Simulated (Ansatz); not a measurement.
Crystal: Ga.

```
Ga
1.0
     2.26150   -3.83050    0.00000
     2.26150    3.83050    0.00000
     0.00000    0.00000    4.52400
Ga
4
Direct
  0.34510 0.65490 0.41900
  0.15490 0.84510 0.91900
  0.65490 0.34510 0.58100
  0.84510 0.15490 0.08100
```

```yaml
Program: Ansatz 0.2.0
Task: relaxation of cell and atoms
Functional: PBEsol
Potentials_or_basis: all-electron LAPW, scalar-relativistic
Basis_error_allowed: 0.002 eV/atom
k_mesh: 7 × 7 × 6
Occupations: fermi-dirac, width 0.05 eV
Spin: no spin polarisation
```

At the start: volume 19.59 Å³/atom.

Problem. How do energy, volume and symmetry change on relaxing?

Solution. Over 6 steps the energy falls by 4.5 meV/atom and the volume is 19.03 Å³/atom (-2.9 %); space group Cmce (No. 64, to 0.05 Å).

The path:
```tsv
step	energy change (eV)	largest force (eV/Å)	volume (Å³)
1	0.0000	0.1227	78.38
2	-0.0160	0.0251	76.40
3	-0.0178	0.0212	76.00
4	-0.0179	0.0200	76.08
5	-0.0181	0.0004	76.10
6	-0.0182	0.0004	76.10
```

Final structure:
```
CELL_PARAMETERS angstrom
2.20880 -3.79948 0.00000
2.20880 3.79948 0.00000
0.00000 0.00000 4.53410
ATOMIC_POSITIONS crystal
Ga 0.34443 0.65557 0.41630
Ga 0.15557 0.84443 0.91630
Ga 0.65557 0.34443 0.58370
Ga 0.84443 0.15557 0.08370
```
